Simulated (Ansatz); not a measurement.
# Fe2Pt: the cost of one run

Program: Ansatz 0.2.0. Level of theory: DFT r2SCAN, scalar-relativistic, plane waves, PAW. These are calculated values, not measurements.

1 further run of the same task is left out (set aside as unsound or not needed). Runs told in other sessions of the task aren't counted.

## (1) The system as given

The structure is trigonal, space group P-3m1 (No. 164). The conventional cell has a = 4.185 Å, b = 4.185 Å, c = 2.648 Å, α = 90.00°, β = 90.00°, γ = 120.00°. Around Fe (site symmetry 3m) lie 5 Fe at 2.49 to 2.65 Å and 3 Pt at 2.62 Å. Pt (site symmetry -3m) is surrounded by 12 Fe at 2.62 to 2.91 Å and 2 Pt at 2.65 Å.

Structure file:

```cif
data_structure
_symmetry_space_group_name_H-M 'P 1'
_symmetry_Int_Tables_number 1
_cell_length_a 4.1853
_cell_length_b 4.1853
_cell_length_c 2.6475
_cell_angle_alpha 90.000
_cell_angle_beta 90.000
_cell_angle_gamma 120.000
_cell_volume 40.16
loop_
_atom_site_label
_atom_site_type_symbol
_atom_site_fract_x
_atom_site_fract_y
_atom_site_fract_z
_atom_site_occupancy
Fe1 Fe 0.33333 0.66667 0.88567 1
Fe2 Fe 0.66667 0.33333 0.11433 1
Pt1 Pt 0.00000 0.00000 0.50000 1
```

The cell was relaxed beforehand at this level, from a generated guess; it is a trial structure. At a tolerance of 0.05 Å it has space group P-3m1 (No. 164); it has 13.39 Å³/atom, an uncorrected energy of -0.06 eV/atom over the elements and, on its mesh, gap none (metal).

## (2) Level of theory: r2SCAN

The input, input.yaml:

```yaml
crystal:
  lattice:
    - [4.1852861321, 0.0, 0.0]
    - [-2.092643066, 3.6245641125, 0.0]
    - [0.0, 0.0, 2.647533253]
  atoms:
    - { symbol: Fe, position: [0.3333333333, 0.6666666667, 0.8856701706], spin: 4.0 }
    - { symbol: Fe, position: [0.6666666667, 0.3333333333, 0.1143298294], spin: 4.0 }
    - { symbol: Pt, position: [0.0, 0.0, 0.5] }
basis:
  ecutwfc: 500
kpoints:
  mp_grid: { grid: [12, 12, 18] }
  band_path:
    path:
      - [[0.0, 0.0, 0.0], [0.5, 0.0, 0.0], [0.33333333, 0.33333333, 0.0], [0.0, 0.0, 0.0], [0.0, 0.0, 0.5], [0.5, 0.0, 0.5], [0.33333333, 0.33333333, 0.5], [0.0, 0.0, 0.5]]
      - [[0.5, 0.0, 0.5], [0.5, 0.0, 0.0]]
      - [[0.33333333, 0.33333333, 0.5], [0.33333333, 0.33333333, 0.0]]
    npoints: 14
hamiltonian:
  xc: r2scan
scf:
  occupations: { method: gaussian, width: 0.1 }
  n_extra_bands: 7
output:
  forces: true
  stress: true
  eigenvalues: true
  populations: true
  dos: { projected: true, de: 0.02, nscf_kmesh: { grid: [15, 15, 22] } }
  bader: true
  write_density: true
  write_potential: true
  elf: true
  volumetric_format: npy
magnetization:
  spin_polarized: true
```

Run with:

```bash
$ ansatz run input.yaml --threads 1 --pin off --max-ram 2560MiB --backend cpu --events-out ev --progress --plain --runs-dir out
```

What time and memory should one allow on 1 thread of Intel Xeon Platinum 8488C (Sapphire Rapids), shared host?

About 3 min, with a peak of 1 GiB.
